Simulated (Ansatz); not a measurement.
# ScNb under changes of volume

One of the cells (20.641 Å³/atom); the others are scaled copies at fixed shape and fractional positions:

```
CELL_PARAMETERS angstrom
3.06564 0.00000 0.00000
-1.53282 2.65493 0.00000
0.00000 0.00000 5.07219
ATOMIC_POSITIONS crystal
Nb 0.33333 0.66667 0.50000
Sc 0.00000 0.00000 0.00000
```

The cell comes from a database or a generator and needn't be the stable form of this composition.

- Program: Ansatz 0.2.0
- Functional: PBE
- Potentials or basis: JTH PAW
- Cutoff: 1350 eV (not typed: the program's choice for these potentials)
- k mesh: 10 × 10 × 5
- Occupations: fermi-dirac, width 0.05 eV
- Spin: no spin polarisation

```csv
volume (Å³/atom),energy over the lowest point (meV/atom),pressure (GPa)
19.403,24.29,6.7
19.816,10.15,4.2
20.229,2.22,1.9
20.641,0.00,-0.2
21.054,3.02,-2.1
21.467,?,?
21.880,23.05,-5.5
```

**Question.** What does the run at 21.467 Å³/atom give?

**Answer.** Energy over the lowest point 10.84 meV/atom; pressure -3.9 GPa.

Worked out: A Birch-Murnaghan fit of order 3 (a polynomial in V^(-2/3)) to the other rows has its minimum at 20.60 Å³/atom with B0 = V·E''(V) = 102 GPa and B' = 3.3 at fixed shape and positions, which overstates the stiffness. It gives 10.83 meV/atom at 21.467 Å³/atom, against the run's 10.84, and -dE/dV = -3.9 GPa, against -3.9.

Energies are extrapolated to zero smearing.
